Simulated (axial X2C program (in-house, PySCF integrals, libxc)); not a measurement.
# A two-component session on HfS⁺: EOM-EA-CCSD levels

Wanted for HfS⁺: EOM-EA-CCSD levels, at the two-component level.

Method: two-component X2C with atomic mean-field terms, Hf dyall-acv3z, S dyall-av3z; program: an in-house X2C program for linear molecules on PySCF integrals.

All values are calculated.

## 1. Input

task.json reads:

```json
{
 "zs": [
  72,
  16
 ],
 "q": 1,
 "bas": [
  "dyall-acv3z",
  "dyall-av3z"
 ],
 "r0": 2.22,
 "eom": "ea",
 "thr": -2.0,
 "nmax": 92,
 "grid": [
  1,
  0.96,
  1.045,
  0.92,
  1.09,
  1.15
 ]
}
```

Keys: zs atomic numbers; q charge; bas basis sets; r0 starting distance in Å; eom kind of EOM run; thr threshold in hartree for freezing inner shells (an s shell follows its p shell); nmax most natural virtual spinors; grid distances as factors.

Run with:

```
$ python soeom.py task.json out
```

Further steps of the session: EOM-EA-CCSD at 2.118 Å.

Q: Predict the outcome of this session. Wanted: next root led by one particle; T1 of the reference; lowest state, Re and ωe.

The runs gave:

| quantity | value |
| --- | --- |
| lowest root at 2.118 Å | Ω = 1/2, 13.660 eV |
| next root led by one particle | Ω = 3/2, about 7090 cm⁻¹ higher |
| T1 of the reference | 0.025 |
| lowest state, Re and ωe | 2.131 Å, 579 cm⁻¹ |

**Reading.** The added electron is bound by 13.66 eV in a spinor of 51% Hf sσ, 28% Hf dσ, 10% S pσ. Errors of 0.1 to 0.3 eV are usual at this size, and roots led by higher excitations are left out, so the list is incomplete, and low states of that kind can be missing. The bond is 0.013 Å longer than in the closed-shell reference at CCSD (2.118 Å).
